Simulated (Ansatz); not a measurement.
Runs of Ansatz 0.2.0 on CsLiCr2Te2S3. The structure is monoclinic, space group C2/m (No. 12). The conventional cell has a = 14.579 Å, b = 4.209 Å, c = 7.709 Å, α = 90.00°, β = 109.04°, γ = 90.00°. Cs (site symmetry 2/m) is surrounded by 6 S at 3.84 to 3.85 Å and 6 Te at 4.08 to 4.23 Å and 2 Cs at 4.21 Å and 2 Cr at 4.27 Å and 4 Li at 4.39 Å. Li (site symmetry 2/m) has 2 S at 2.10 Å as nearest neighbours. Cr (site symmetry m) has 4 S at 2.33 to 2.46 Å as nearest neighbours. Te (site symmetry m) has 2 Cr at 2.84 Å and 1 Li at 3.10 Å and 1 S at 3.19 Å as nearest neighbours. Around S (site symmetry m) lie 3 Cr at 2.33 to 2.46 Å. S (site symmetry 2/m) is surrounded by 2 Li at 2.10 Å and 2 Cr at 2.38 Å. The cell was built by a generator and needn't be a form met in nature.

| task | level | U | cell | k mesh | hubbard projectors | double counting | target pressure (GPa) | gap on the mesh (eV) | pressure (GPa) | moment (μB) | largest force (eV/Å) |
| --- | --- | --- | --- | --- | --- | --- | --- | --- | --- | --- | --- |
| projected density of states | PBE+U | Cr d U = 6 eV | as given | 7 × 7 × 4 | ortho-atomic (the default) | fll (the default) | - | none | 4.6 | 6.48 | 0.89 |
| single point | PBE | - | atoms moved at random, drawn with an rms of 0.05 Å | 7 × 7 × 4 | - | - | - | none | -0.3 | 5.27 | 0.57 |
| projected density of states | PBE+U | Cr d U = 2 eV | as given | 7 × 7 × 4 | ortho-atomic (the default) | fll (the default) | - | none | 1.6 | (a) | 0.36 |
| single point | PBE | - | as given | 7 × 7 × 4 | - | - | - | none | 0.0 | (b) | (c) |
| relaxation of cell and atoms | PBE | - | relaxed to 2 GPa | 5 × 5 × 3 | - | - | 2 | none | 2.0 | 5.52 | - |

Alike in all rows: potentials or basis Ansatz PAW; spin collinear, ferromagnetic start; cutoff (eV) 420; smearing fermi-dirac 0.05 eV.

Problem. Estimate the missing entries.

Solution. (a) 5.83; (b) 5.22; (c) 0.03.

Caveats: only a ferromagnetic start was run, and an antiferromagnetic order may lie lower in energy; the magnetic or orbital state may not be the lowest (some runs); the density of states is complete only up to the lowest level of the last band computed (some runs); the plane-wave basis is chosen anew once the cell has moved, so the energies of steps on either side of that aren't comparable (some runs).

A k mesh can miss the band edges, and the runs leave out spin-orbit coupling on Cs, Te.

A gap of «none» marks a metal or a gap under the smearing width.
